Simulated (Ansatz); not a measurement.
**CH5InO2 (SMILES [CH3][In]([OH])[OH]): PBE-QIDH/def2-SVP (core potential)**

Aim: the electronic atomisation energy of CH5InO2 at PBE-QIDH/def2-SVP (core potential), from 5 runs. 

The calculation is run with Ansatz 0.2.0.

57 further runs of the same task are left out: 1 that didn't finish, 56 set aside as unsound or not needed. Runs told in other sessions of the task aren't counted.

### Step 1. The molecule

CH5InO2: 9 atoms, total charge 0, spin state singlet. As SMILES, `[CH3][In]([OH])[OH]`. The shape is that of a PBE0-D4/def2-TZVP optimisation. This is one conformer, not always the lowest.

Bond lengths: C1–In2 2.127 Å, In2–O3 1.981 Å, In2–O4 1.993 Å, C1–H5 1.090 Å, C1–H6 1.090 Å, C1–H7 1.089 Å, O3–H8 0.961 Å, O4–H9 0.959 Å. Some angles: C1–In2–O3 124.7°, C1–In2–O4 129.1°, O3–In2–O4 106.2°, In2–C1–H5 109.8°, In2–C1–H6 109.5°, In2–C1–H7 109.4°, In2–O3–H8 111.0°, In2–O4–H9 114.4°, H5–C1–H6 109.0°, H5–C1–H7 109.7°.

### Step 2. A single-point energy at PBE-QIDH/def2-SVP (core potential)

File input.yaml:

```yaml
crystal:
  periodic: [false, false, false]
  atoms:
    - {symbol: C, position_ang: [-0.086600, 0.920200, -1.366200]}
    - {symbol: In, position_ang: [0.122900, -0.336100, 0.337800]}
    - {symbol: O, position_ang: [1.440800, -1.806000, 0.500900]}
    - {symbol: O, position_ang: [-0.898600, -0.312900, 2.048600]}
    - {symbol: H, position_ang: [-1.126400, 0.929200, -1.692800]}
    - {symbol: H, position_ang: [0.212100, 1.936300, -1.107700]}
    - {symbol: H, position_ang: [0.547500, 0.548900, -2.169800]}
    - {symbol: H, position_ang: [1.365500, -2.243400, 1.353100]}
    - {symbol: H, position_ang: [-1.577100, 0.363700, 2.096100]}
basis:
  gaussian: {orbitals: def2-SVP}
total_charge: 0
hamiltonian: {xc: {name: PBE-QIDH}}
correlation: {frozen_orbitals: {C: 1, H: 0, In: 4, O: 1}}
accuracy: high
output: {orbitals: {seedname: orbitals}}
```

On the command line:

```sh
ansatz run input.yaml --threads 1 --pin off --max-ram 3480MiB --events-out events.jsonl --progress --plain --runs-dir runs
```

What it wrote:

```text
Warning: RAYON_NUM_THREADS=1 ignored (pool sized by the plan → 1); use --threads N
Functional definition: PBE-QIDH
  name "PBE-QIDH"
  parameter a = 3^(-1/3)
  parameter c = 1/3
  exchange = (1 - a)*pbe_x + a*exact_x
  correlation = (1 - c)*pbe_c + c*(mp2_os + mp2_ss)
2222 factors; integrals over basis functions are off by at most 2.0e-8 eV
mean field evaluation 1: about -10353.7996 eV, gradient 6.2e1 eV
mean field evaluation 2: about -10353.8724 eV, gradient 6.2e1 eV
mean field evaluation 4: about -10361.1132 eV, gradient 4.8e0 eV
mean field evaluation 8: about -10361.1864 eV, gradient 2.9e-1 eV
mean field evaluation 16: about -10361.1867 eV, gradient 6.4e-5 eV
mean field -10361.18666595 eV, -380.7665869092 hartree, gradient 3.5e-8 eV, S^2 0.000000; 0 other end points of the search recorded, 0 dependent functions left out
7 core orbitals not correlated: weight in the atoms' cores, before any rotation towards them, 1.000 or more for the frozen orbitals, at most 0.000 for the correlated occupied ones
reference -10361.18666744 eV, -380.7665869640 hartree; 17, 17 occupied and 69, 69 virtual orbitals, 2222 factors
second order -19.17430941 eV of doubles, -0.00000000 eV of singles
Total energy: -10367.57810391 eV, -381.0014679220 hartree
```

Wall time 11 s (1 thread of Arm Neoverse V2, shared host); peak memory 0.34 GiB.

### Step 3. The C atom

File job.yaml:

```yaml
crystal:
  periodic: [false, false, false]
  atoms:
    - symbol: C
      position_ang: [0.000000, 0.000000, 0.000000]
basis:
  gaussian: {orbitals: def2-SVP}
magnetization: {spin_polarized: true, initial_magnetization: 2}
hamiltonian: {xc: {name: PBE-QIDH}}
correlation: {frozen_orbitals: {C: 1}}
accuracy: high
```

Run the same way, it converges to -37.74856 Eh (log not shown).

### Step 4. The H atom, same level

File molecule.yaml:

```yaml
crystal:
  periodic: [false, false, false]
  atoms:
    - symbol: H
      position_ang: [0.000000, 0.000000, 0.000000]
basis:
  gaussian: {orbitals: def2-SVP}
magnetization: {spin_polarized: true, initial_magnetization: 1}
hamiltonian: {xc: {name: PBE-QIDH}}
accuracy: high
correlation: {frozen_orbitals: {H: 0}}
```

On the command line:

```sh
ansatz run molecule.yaml --threads 1 --pin off --max-ram 3480MiB --events-out events.jsonl --progress --plain --runs-dir runs
```

What it wrote:

```text
Warning: RAYON_NUM_THREADS=1 ignored (pool sized by the plan → 1); use --threads N
Functional definition: PBE-QIDH
  name "PBE-QIDH"
  parameter a = 3^(-1/3)
  parameter c = 1/3
  exchange = (1 - a)*pbe_x + a*exact_x
  correlation = (1 - c)*pbe_c + c*(mp2_os + mp2_ss)
15 factors; integrals over basis functions are off by at most 8.9e-10 eV
mean field evaluation 1: about -13.6204 eV, gradient 1.2e0 eV
mean field evaluation 2: about -13.6204 eV, gradient 1.2e0 eV
mean field evaluation 4: about -13.6395 eV, gradient 2.9e-4 eV
mean field evaluation 8: about -13.6394 eV, gradient 2.1e-9 eV
mean field -13.63944455 eV, -0.5012403420 hartree, gradient 3.2e-9 eV, S^2 0.750000; 0 other end points of the search recorded, 0 dependent functions left out
reference -13.63944510 eV, -0.5012403623 hartree; 1, 0 occupied and 4, 5 virtual orbitals, 15 factors
second order 0.00000000 eV of doubles, -0.00000000 eV of singles
Total energy: -13.63944510 eV, -0.5012403623 hartree
```

Wall time 0.1 s (1 thread of Arm Neoverse V2, shared host).

### Step 5. The In atom at the same level

File in.yaml:

```yaml
crystal:
  periodic: [false, false, false]
  atoms:
    - {symbol: In, position_ang: [0.000000, 0.000000, 0.000000]}
basis:
  gaussian:
    orbitals: def2-SVP
hamiltonian:
  xc: {name: PBE-QIDH}
accuracy: high
correlation:
  frozen_orbitals: {In: 4}
magnetization:
  spin_polarized: true
  initial_magnetization: 1
```

Run the same way, it converges to -189.82674 Eh (log not shown).

### Step 6. The O atom, same level

File input.yaml:

```yaml
crystal:
  periodic: [false, false, false]
  atoms:
    - {symbol: O, position_ang: [0.000000, 0.000000, 0.000000]}
basis:
  gaussian:
    orbitals: def2-SVP
magnetization:
  spin_polarized: true
  initial_magnetization: 2
hamiltonian:
  xc: {name: PBE-QIDH}
correlation:
  frozen_orbitals: {O: 1}
accuracy: high
```

Run the same way, it converges to -74.90175 Eh (log not shown).

### Step 7. Outcome

At PBE-QIDH/def2-SVP (core potential), 7 core orbitals frozen:

| quantity | value |
| --- | --- |
| molecule: total energy | -381.00147 Eh |
| molecule: HOMO energy (SCF part's orbitals) | -10.29 eV |
| molecule: LUMO energy (SCF part's orbitals) | 0.98 eV |
| molecule: HOMO–LUMO gap (SCF part's orbitals) | 11.27 eV |
| C atom: total energy | -37.74856 Eh |
| C atom: ⟨S²⟩ | 2.004 |
| H atom: total energy | -0.50124 Eh |
| H atom: ⟨S²⟩ | 0.750 |
| In atom: total energy | -189.82674 Eh |
| In atom: ⟨S²⟩ | 0.755 |
| O atom: total energy | -74.90175 Eh |
| O atom: ⟨S²⟩ | 2.004 |
| electronic atomisation energy | 30.381 eV |

**Reading.** Taking the molecule apart into free atoms costs 30.38 eV (2931 kJ/mol), before zero-point energy and without spin-orbit coupling.
